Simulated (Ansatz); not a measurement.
# Cl2H4OSn: the cost of one run

All numbers below are computed with Ansatz 0.2.0 (RKS PBE0-D4/def2-SVP).

## Step 1: The system as given

Bond lengths: Sn1–Cl3 2.410 Å, Sn1–H4 1.739 Å, Sn1–Cl5 2.408 Å, Sn1–O6 2.260 Å, O6–H7 1.010 Å. Angles: Cl3–Sn1–H4 109.5°, Cl3–Sn1–Cl5 109.5°, Cl3–Sn1–O6 67.2°, H4–Sn1–Cl5 109.5°, H4–Sn1–O6 176.6°, Cl5–Sn1–O6 72.8°, Sn1–O6–H7 109.5°.

Coordinates:

```xyz
8

Sn    0.0000    0.0000    0.0000
H     0.0000    0.0000    2.0900
Cl    2.2726    0.0000   -0.8025
H    -0.8195    1.4198   -0.5794
Cl   -1.1351   -1.9666   -0.8025
O     1.1796   -1.7912    0.7126
H     0.6132   -2.6232    0.6281
H     0.5852   -0.8886    1.9402
```

## Step 2: A restrained relaxation towards end A

Springs on the bonds that form and break draw the guess towards this end; the thresholds are loose.

input.yaml

```yaml
crystal:
  periodic: [false, false, false]
  atoms:
    - { symbol: Sn, position_ang: [0.0, 0.0, 0.0] }
    - { symbol: H, position_ang: [0.0, 0.0, 2.09] }
    - { symbol: Cl, position_ang: [2.2726, 0.0, -0.8025] }
    - { symbol: H, position_ang: [-0.8195, 1.4198, -0.5794] }
    - { symbol: Cl, position_ang: [-1.1351, -1.9666, -0.8025] }
    - { symbol: O, position_ang: [1.1796, -1.7912, 0.7126] }
    - { symbol: H, position_ang: [0.6132, -2.6232, 0.6281] }
    - { symbol: H, position_ang: [0.5852, -0.8886, 1.9402] }
basis:
  gaussian: { orbitals: def2-SVP }
hamiltonian:
  xc: pbe0
  dispersion: d4
relax:
  f_tol: 0.15
  max_steps: 25
  restrain:
    - { distance: [0, 5], at: 3.16, k: 30.0 }
    - { distance: [7, 1], at: 1.86, k: 30.0 }
    - { distance: [0, 1], at: 1.74, k: 30.0 }
    - { distance: [7, 5], at: 1.01, k: 30.0 }
```

On the command line:

```console
$ ansatz run input.yaml --threads 2 --pin off --max-ram 3072MiB --backend cpu --events-out ev --progress --plain --runs-dir out
```

Q: Estimate wall time and peak memory on 2 threads of Arm Neoverse V2, shared host.

About 22 s, with a peak of 0.23 GiB.
